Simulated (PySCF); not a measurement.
# One shape, several levels: CH3F3Ge (Ge(CF3)H3)

Wanted: a comparison of 4 runs (HF/3-21G, TPSS/3-21G, B3LYP/6-31G*, CCSD(T)/STO-3G) of CH3F3Ge (Ge(CF3)H3). Input form: a Python script.

The calculation is run with PySCF 2.14.0.

1 further run of the same task is left out (set aside as unsound or not needed).

### 1 The structure to begin with

CH3F3Ge: 8 atoms, total charge 0, spin state singlet. SMILES: `[H][Ge]([H])([H])[C](F)(F)F`. Geometry: a GFN2-xTB relaxation, a rough one for these elements and not checked as a minimum.

Bond lengths: Ge1–C2 1.997 Å, C2–F3 1.345 Å, C2–F4 1.345 Å, C2–F5 1.345 Å, Ge1–H6 1.488 Å, Ge1–H7 1.488 Å, Ge1–H8 1.488 Å. Some angles: Ge1–C2–F3 112.2°, Ge1–C2–F4 112.2°, Ge1–C2–F5 112.3°, F3–C2–F4 106.5°, F3–C2–F5 106.6°, F4–C2–F5 106.5°, C2–Ge1–H6 106.9°, C2–Ge1–H7 106.7°, C2–Ge1–H8 106.9°, H6–Ge1–H7 112.0°.

### 2 Energy and forces at HF/3-21G (run 1)

File input.py:

```python
# Ge(CF3)H3
from pyscf import gto

mol = gto.Mole()
mol.atom = '''
Ge    -0.004233     0.004365    -1.942109
C      0.004290    -0.006236     1.831088
F     -2.334416     0.217073     2.798533
F      1.371053     1.907508     2.794433
F      0.982582    -2.147239     2.787459
H      2.684054    -0.061057    -2.763668
H     -1.291514     2.372589    -2.742087
H     -1.411833    -2.287003    -2.763649
'''
mol.spin = 0
mol.basis = '3-21g'
mol.verbose = 4
mol.max_memory = 1860
mol.unit = 'bohr'
mol.build()

mf = mol.RHF()
mf.conv_tol = 1e-10
mf.kernel()
if not mf.converged:
    mf = mf.newton().run(mf.mo_coeff, mf.mo_occ)

e_final = mf.e_tot
print(f'total energy: {e_final:.8f} hartree')
grad = mf.nuc_grad_method().kernel()
mf.analyze()
```

Started as:

```sh
OMP_NUM_THREADS=1 python input.py
```

Standard output:

```text
PySCF version 2.14.0

[... 63 lines left out ...]
total energy: -2401.43242833 hartree
[... 20 lines left out ...]
MO #1   energy= -402.729453399607  occ= 2
[... 6 lines left out ...]
MO #8   energy= -26.196598607196   occ= 2
[... 6 lines left out ...]
MO #15  energy= -1.61344481841248  occ= 2
[... 6 lines left out ...]
MO #22  energy= -0.943334581033881 occ= 2
[... 6 lines left out ...]
MO #29  energy= -0.632382653946471 occ= 2
[... 6 lines left out ...]
MO #36  energy= 0.183786130300837  occ= 0
[... 6 lines left out ...]
MO #43  energy= 0.446008525392272  occ= 0
[... 6 lines left out ...]
MO #50  energy= 1.34444738658215   occ= 0
[... 6 lines left out ...]
MO #57  energy= 2.37097988832358   occ= 0
[... 6 lines left out ...]
MO #64  energy= 4.61610416984571   occ= 0
[... 36 lines left out ...]
pop of  2 F 2px           1.61033
pop of  2 F 2py           1.93597
pop of  2 F 2pz           1.89602
pop of  2 F 3px           0.00045
pop of  2 F 3py           0.00059
pop of  2 F 3pz           0.00157
pop of  3 F 1s            1.99984
pop of  3 F 2s            1.84181
pop of  3 F 3s            0.00291
pop of  3 F 2px           1.82688
pop of  3 F 2py           1.71892
pop of  3 F 2pz           1.89655
pop of  3 F 3px           0.00055
pop of  3 F 3py           0.00050
pop of  3 F 3pz           0.00157
pop of  4 F 1s            1.99984
pop of  4 F 2s            1.84167
pop of  4 F 3s            0.00291
pop of  4 F 2px           1.88136
pop of  4 F 2py           1.66355
pop of  4 F 2pz           1.89739
pop of  4 F 3px           0.00057
pop of  4 F 3py           0.00048
pop of  4 F 3pz           0.00157
pop of  5 H 1s            1.09107
pop of  5 H 2s            0.00129
pop of  6 H 1s            1.09112
pop of  6 H 2s            0.00129
pop of  7 H 1s            1.09104
pop of  7 H 2s            0.00129
 ** Mulliken atomic charges  **
charge of    0Ge =      0.57234
charge of    1C =      0.57297
charge of    2F =     -0.28935
charge of    3F =     -0.28953
charge of    4F =     -0.28933
charge of    5H =     -0.09236
charge of    6H =     -0.09241
charge of    7H =     -0.09233
Dipole moment(X, Y, Z, Debye): -0.00659,  0.00179, -2.97599
```

Wall time 2.4 s (1 thread of Intel Xeon Platinum 8488C (Sapphire Rapids), shared host); peak memory 0.14 GiB.

### 3 Energy and forces at TPSS/3-21G (run 2)

File calc.py:

```python
# Ge(CF3)H3
import pyscf.grad
from pyscf import gto, dft

system = gto.Mole()
system.atom = '''
Ge  -0.002240   0.002310  -1.027720
C    0.002270  -0.003300   0.968970
F   -1.235320   0.114870   1.480920
F    0.725530   1.009410   1.478750
F    0.519960  -1.136270   1.475060
H    1.420340  -0.032310  -1.462470
H   -0.683440   1.255520  -1.451050
H   -0.747110  -1.210230  -1.462460
'''
system.verbose = 4
system.max_memory = 1860
system.spin = 0
system.basis = '3-21g'
system.build()

mf = dft.RKS(system, xc='tpss')
mf.conv_tol = 1e-10
mf.grids.level = 5
mf.kernel()
if not mf.converged:
    mf = mf.newton().run(mf.mo_coeff, mf.mo_occ)

e_tot = mf.e_tot
print('E(%s) = %.9f' % ('TPSS', e_tot))
grad = mf.Gradients().kernel()
mf.analyze()
```

Started as:

```sh
OMP_NUM_THREADS=1 python calc.py
```

Standard output:

```text
PySCF version 2.14.0

[... 77 lines left out ...]
converged SCF energy = -2404.49240928138
[... 22 lines left out ...]
MO #1   energy= -395.134886369185  occ= 2
[... 6 lines left out ...]
MO #8   energy= -24.3143179356877  occ= 2
[... 6 lines left out ...]
MO #15  energy= -1.13188948228338  occ= 2
[... 6 lines left out ...]
MO #22  energy= -0.622013023021268 occ= 2
[... 6 lines left out ...]
MO #29  energy= -0.352653364170124 occ= 2
[... 6 lines left out ...]
MO #36  energy= 0.0485824435716848 occ= 0
[... 6 lines left out ...]
MO #43  energy= 0.252973140211738  occ= 0
[... 6 lines left out ...]
MO #50  energy= 1.09763156326052   occ= 0
[... 6 lines left out ...]
MO #57  energy= 1.91168531941712   occ= 0
[... 6 lines left out ...]
MO #64  energy= 4.14158027600408   occ= 0
[... 36 lines left out ...]
pop of  2 F 2px           1.59285
pop of  2 F 2py           1.90175
pop of  2 F 2pz           1.86140
pop of  2 F 3px           0.00060
pop of  2 F 3py           0.00054
pop of  2 F 3pz           0.00107
pop of  3 F 1s            1.99976
pop of  3 F 2s            1.85321
pop of  3 F 3s            0.00348
pop of  3 F 2px           1.79833
pop of  3 F 2py           1.69579
pop of  3 F 2pz           1.86191
pop of  3 F 3px           0.00056
pop of  3 F 3py           0.00058
pop of  3 F 3pz           0.00107
pop of  4 F 1s            1.99976
pop of  4 F 2s            1.85307
pop of  4 F 3s            0.00348
pop of  4 F 2px           1.84985
pop of  4 F 2py           1.64335
pop of  4 F 2pz           1.86278
pop of  4 F 3px           0.00055
pop of  4 F 3py           0.00059
pop of  4 F 3pz           0.00107
pop of  5 H 1s            1.06037
pop of  5 H 2s            0.00285
pop of  6 H 1s            1.06041
pop of  6 H 2s            0.00285
pop of  7 H 1s            1.06036
pop of  7 H 2s            0.00285
 ** Mulliken atomic charges  **
charge of    0Ge =      0.39491
charge of    1C =      0.43848
charge of    2F =     -0.21451
charge of    3F =     -0.21469
charge of    4F =     -0.21450
charge of    5H =     -0.06322
charge of    6H =     -0.06326
charge of    7H =     -0.06321
Dipole moment(X, Y, Z, Debye): -0.00430,  0.00045, -1.85142
```

It took 29 s on 1 thread of Intel Xeon Platinum 8488C (Sapphire Rapids), shared host; peak memory 0.65 GiB.

Run 3 isn't shown in full; the table further down has it.

### 4 A single-point energy at CCSD(T)/STO-3G (run 4)

File calc.py:

```python
from pyscf import gto, cc

mol = gto.M(
    atom='''
Ge    -0.004233     0.004365    -1.942109
C      0.004290    -0.006236     1.831088
F     -2.334416     0.217073     2.798533
F      1.371053     1.907508     2.794433
F      0.982582    -2.147239     2.787459
H      2.684054    -0.061057    -2.763668
H     -1.291514     2.372589    -2.742087
H     -1.411833    -2.287003    -2.763649
''',
    max_memory=1860,
    basis='sto-3g',
    unit='bohr',
    verbose=4,
)

calc0 = mol.RHF()
calc0.conv_tol = 1e-10
calc0.kernel()
if not calc0.converged:
    calc0 = calc0.newton().run(calc0.mo_coeff, calc0.mo_occ)

mycc = cc.CCSD(calc0, frozen=13)
mycc.kernel()
e_t = mycc.ccsd_t()
e_tot = mycc.e_tot + e_t
print('Final energy', e_tot)
dip = calc0.dip_moment()
pop, q = calc0.mulliken_pop()
```

Started as:

```sh
OMP_NUM_THREADS=1 python calc.py
```

Standard output:

```text
PySCF version 2.14.0

[... 60 lines left out ...]
converged SCF energy = -2385.04042341605
[... 12 lines left out ...]
Init t2, MP2 energy = -2385.17171013819  E_corr(MP2) -0.131286722137853
[... 10 lines left out ...]
CCSD converged
[... 2 lines left out ...]
Final energy -2385.2162412464645
Dipole moment(X, Y, Z, Debye): -0.00447,  0.00131, -2.06672
[... 11 lines left out ...]
pop of  0 Ge 4px          0.83512
pop of  0 Ge 4py          0.83514
pop of  0 Ge 4pz          0.71944
pop of  0 Ge 3dxy         1.97915
pop of  0 Ge 3dyz         1.99164
pop of  0 Ge 3dz^2        1.97651
pop of  0 Ge 3dxz         1.99149
pop of  0 Ge 3dx2-y2      1.97927
pop of  1 C 1s            1.99333
pop of  1 C 2s            1.18979
pop of  1 C 2px           0.74305
pop of  1 C 2py           0.74309
pop of  1 C 2pz           1.04744
pop of  2 F 1s            1.99903
pop of  2 F 2s            1.94150
pop of  2 F 2px           1.42902
pop of  2 F 2py           1.94421
pop of  2 F 2pz           1.86070
pop of  3 F 1s            1.99903
pop of  3 F 2s            1.94155
pop of  3 F 2px           1.77145
pop of  3 F 2py           1.60091
pop of  3 F 2pz           1.86156
pop of  4 F 1s            1.99903
pop of  4 F 2s            1.94151
pop of  4 F 2px           1.85793
pop of  4 F 2py           1.51311
pop of  4 F 2pz           1.86285
pop of  5 H 1s            1.10839
pop of  6 H 1s            1.10846
pop of  7 H 1s            1.10836
 ** Mulliken atomic charges  **
charge of    0Ge =      0.56529
charge of    1C =      0.28330
charge of    2F =     -0.17446
charge of    3F =     -0.17450
charge of    4F =     -0.17442
charge of    5H =     -0.10839
charge of    6H =     -0.10846
charge of    7H =     -0.10836
```

It took 1.2 s on 1 thread of Intel Xeon Platinum 8488C (Sapphire Rapids), shared host; peak memory 0.13 GiB.

### 5 The series

```
run                               level  integration grid      task   energy (Eh)  dipole moment (D) of the reference  HOMO energy (eV)  LUMO energy (eV)  wall time
  1                            HF/3-21G                 –  gradient  -2401.432428                                2.98            -12.93              3.56      2.4 s
  2                          TPSS/3-21G                 5  gradient  -2404.492409                                1.85             -7.35              0.16       29 s
  3  B3LYP/6-31G* (spherical functions)                 5  gradient  -2416.172274                                1.97             -8.77              0.37       35 s
  4                      CCSD(T)/STO-3G                 –    energy  -2385.216241                                2.07             -9.15             11.29      1.2 s
```

### 6 What came out

| quantity | value |
| --- | --- |
| run 4: total energy | -2385.21624 Eh |
| run 4: dipole moment (Hartree–Fock density) | 2.07 D |
| run 4: HOMO energy (Hartree–Fock orbitals) | -9.15 eV |
| run 4: LUMO energy (Hartree–Fock orbitals) | 11.29 eV |
| run 4: HOMO–LUMO gap (Hartree–Fock orbitals) | 20.44 eV |
| run 4: correlation energy (13 core orbitals frozen) | -175.8 mEh |
| run 4: (T) correction | -4.72 mEh |
| run 4: T1 diagnostic | 0.008 |

Over runs 1, 2, 3 the dipole moment (its size) runs from 1.85 D (TPSS/3-21G) to 2.98 D (HF/3-21G). Over runs 1, 2, 3 the HOMO–LUMO gap runs from 7.51 eV (TPSS/3-21G) to 16.50 eV (HF/3-21G). Exact exchange widens orbital gaps. Totals of different functionals can't be ranked against each other. In run 4 the basis is minimal, so the values are rough. All runs together took 68 s, the longest 35 s.
